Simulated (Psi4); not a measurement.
# CH5FOSn (SMILES FC[O][SnH3]) at B3LYP/def2-QZVPP (density fitting, core potential, sweep point 6)

Aim: the energy change on altering one bond length of CH5FOSn at B3LYP/def2-QZVPP (density fitting, core potential, sweep point 6), from 2 runs. 

The calculation is run with Psi4 1.11.

**1. The molecule**

CH5FOSn: 9 atoms, total charge 0, spin state singlet. SMILES: `FC[O][SnH3]`. Geometry: relaxed at PBE0-D4/def2-TZVP. This is one conformer, not always the lowest.

Bond lengths: F1–C2 1.398 Å, C2–O3 1.354 Å, O3–Sn4 1.991 Å, C2–H5 1.100 Å, C2–H6 1.095 Å, Sn4–H7 1.705 Å, Sn4–H8 1.700 Å, Sn4–H9 1.699 Å. Some angles: F1–C2–O3 110.7°, C2–O3–Sn4 118.4°, F1–C2–H5 105.2°, F1–C2–H6 106.7°, O3–C2–H5 113.4°, O3–C2–H6 109.7°, O3–Sn4–H7 106.3°, O3–Sn4–H8 101.6°, O3–Sn4–H9 108.3°, H5–C2–H6 110.9°.

**2. A single-point energy at B3LYP/def2-QZVPP (density fitting, core potential, sweep point 6)**

job.inp reads:

```
memory 1.6 GB

molecule {
  0 1
  F     -0.596800     1.754200     0.031500
  C     -1.291500     0.566100     0.277800
  O     -0.736000    -0.463400    -0.405000
  Sn     1.239300    -0.701500    -0.319700
  H     -1.258800     0.434000     1.369300
  H     -2.319100     0.724600    -0.066100
  H      1.690100    -0.390300     1.294800
  H      1.407800    -2.333100    -0.765300
  H      1.953500     0.363100    -1.434400
  symmetry c1
}

set globals {
  basis                def2-QZVPP
  puream               true
  scf_type             df
  dft_radial_points    99
  dft_spherical_points 590
}

energy_value, wavefunction = energy('b3lyp', return_wfn=True)
print_variables()
```

On the command line:

```bash
$ psi4 -n 1 job.inp job.out
```

job.out, shortened:

```text
[...]
    !!!  WARNING: ECP capability is in beta. Please check occupations closely.  !!!
[...]
  Running in c1 symmetry.
[...]
  Nuclear repulsion =  215.208411609404635
[...]
  Multiplicity = 1
[...]
  Nalpha       = 25
  Nbeta        = 25
[...]
    Number of basis functions: 403
[...]
   @DF-RKS iter   1:  -430.21309650935137   -1.11801e+00   2.56559e-03 DIIS/ADIIS
[...]
   @DF-RKS iter   9:  -430.65231795259433   -2.14576e-07   3.12188e-07 DIIS
[...]
    Orbital Energies [Eh]
    ---------------------
    Doubly Occupied:
       1A    -24.667613     2A    -19.127159     3A    -10.293990
       4A     -5.115226     5A     -3.457705     6A     -3.455178
       7A     -3.454694     8A     -1.201377     9A     -1.062999
      10A     -1.041193    11A     -1.040444    12A     -1.036935
      13A     -1.036672    14A     -0.992179    15A     -0.670473
      16A     -0.550900    17A     -0.511881    18A     -0.506566
      19A     -0.472831    20A     -0.386709    21A     -0.384986
      22A     -0.352715    23A     -0.345623    24A     -0.320901
      25A     -0.288073
[...]
  @DF-RKS Final Energy:  -430.65231795259433
   => Energetics <=
    Nuclear Repulsion Energy =            215.2084116094046351
    One-Electron Energy =               -1102.5005308745403454
    Two-Electron Energy =                 492.6874242352874944
    DFT Exchange-Correlation Energy =     -36.0476229227460649
    Empirical Dispersion Energy =           0.0000000000000000
    VV10 Nonlocal Energy =                  0.0000000000000000
    Total Energy =                       -430.6523179525943306
[...]
 Multipole Moments:
 ------------------------------------------------------------------------------------
     Multipole            Electronic (a.u.)      Nuclear  (a.u.)        Total (a.u.)
 ------------------------------------------------------------------------------------
 L = 1.  Multiply by 2.5417464519 to convert [e a0] to [Debye]
 Dipole X            :         43.2655139          -42.8719753            0.3935386
 Dipole Y            :        -27.1558500           26.7267383           -0.4291117
 Dipole Z            :         -7.0035396            7.2684591            0.2649195
 Magnitude           :                                                    0.6396810
[...]
```

It took 87 s on 1 thread of AMD EPYC 7B13 (Zen 3), shared host; peak memory 1.4 GiB.

**3. The distorted shape at the same level**

job.dat reads:

```
memory 1600 mb

molecule m {
  0 1
  F      0.225310     1.627395     0.306630
  C     -0.469390     0.439295     0.552930
  O      0.086110    -0.590205    -0.129870
  Sn     2.061410    -0.828305    -0.044570
  H     -0.436690     0.307195     1.644430
  H     -2.319100     0.724600    -0.066100
  H      2.512210    -0.517105     1.569930
  H      2.229910    -2.459905    -0.490170
  H      2.775610     0.236295    -1.159270
  symmetry c1
}

set basis def2-QZVPP
set puream true
set scf_type df
set dft_radial_points 99
set dft_spherical_points 590

energy("b3lyp")
```

On the command line:

```bash
$ psi4 -n 1 job.dat job.out
```

job.out, shortened:

```text
[...]
    !!!  WARNING: ECP capability is in beta. Please check occupations closely.  !!!
[...]
  Running in c1 symmetry.
[...]
  Nuclear repulsion =  212.069582970438404
[...]
  Multiplicity = 1
[...]
  Nalpha       = 25
  Nbeta        = 25
[...]
    Number of basis functions: 403
[...]
   @DF-RKS iter   1:  -429.95091546408958   -1.04577e+00   2.70953e-03 ADIIS/DIIS
[...]
   @DF-RKS iter  10:  -430.53571065571447   -4.47614e-07   3.98071e-07 DIIS
[...]
    Orbital Energies [Eh]
    ---------------------
    Doubly Occupied:
       1A    -24.693065     2A    -19.153483     3A    -10.347915
       4A     -5.128881     5A     -3.471907     6A     -3.468535
       7A     -3.468070     8A     -1.221197     9A     -1.079380
      10A     -1.054676    11A     -1.054029    12A     -1.050308
      13A     -1.050169    14A     -1.009979    15A     -0.662774
      16A     -0.565501    17A     -0.530338    18A     -0.492001
      19A     -0.471044    20A     -0.404354    21A     -0.382202
      22A     -0.366387    23A     -0.350601    24A     -0.326010
      25A     -0.259517
[...]
  @DF-RKS Final Energy:  -430.53571065571447
   => Energetics <=
    Nuclear Repulsion Energy =            212.0695829704384039
    One-Electron Energy =               -1095.5206321841533281
    Two-Electron Energy =                 488.8073139568575129
    DFT Exchange-Correlation Energy =     -35.8919753988570704
    Empirical Dispersion Energy =           0.0000000000000000
    VV10 Nonlocal Energy =                  0.0000000000000000
    Total Energy =                       -430.5357106557144675
[...]
 Multipole Moments:
 ------------------------------------------------------------------------------------
     Multipole            Electronic (a.u.)      Nuclear  (a.u.)        Total (a.u.)
 ------------------------------------------------------------------------------------
 L = 1.  Multiply by 2.5417464519 to convert [e a0] to [Debye]
 Dipole X            :         45.1147376          -43.9702140            1.1445236
 Dipole Y            :        -27.4913259           26.8961343           -0.5951916
 Dipole Z            :         -6.5511477            6.9009189            0.3497713
 Magnitude           :                                                    1.3366103
[...]
```

It took 87 s on 1 thread of AMD EPYC 7B13 (Zen 3), shared host; peak memory 1.3 GiB.

**4. Results**

At B3LYP/def2-QZVPP (density fitting, core potential, sweep point 6):

```
                                                         quantity          value
                                        first shape: total energy  -430.65232 Eh
                                       first shape: dipole moment         1.63 D
                                         first shape: HOMO energy       -7.84 eV
                                         first shape: LUMO energy       -0.82 eV
                                       first shape: HOMO–LUMO gap        7.01 eV
                                    distorted shape: total energy  -430.53571 Eh
                                   distorted shape: dipole moment         3.40 D
                                     distorted shape: HOMO energy       -7.06 eV
                                     distorted shape: LUMO energy       -2.05 eV
                                   distorted shape: HOMO–LUMO gap        5.01 eV
energy change with the C2–H6 bond stretched from 1.095 to 1.971 Å       3.173 eV
```

What this shows: With the C2–H6 bond stretched from 1.095 to 1.971 Å the energy rises by 3.17 eV (306 kJ/mol). The first shape isn't relaxed at this level, so the change isn't measured from a minimum. A restricted reference can't describe the breaking bond well at this length.
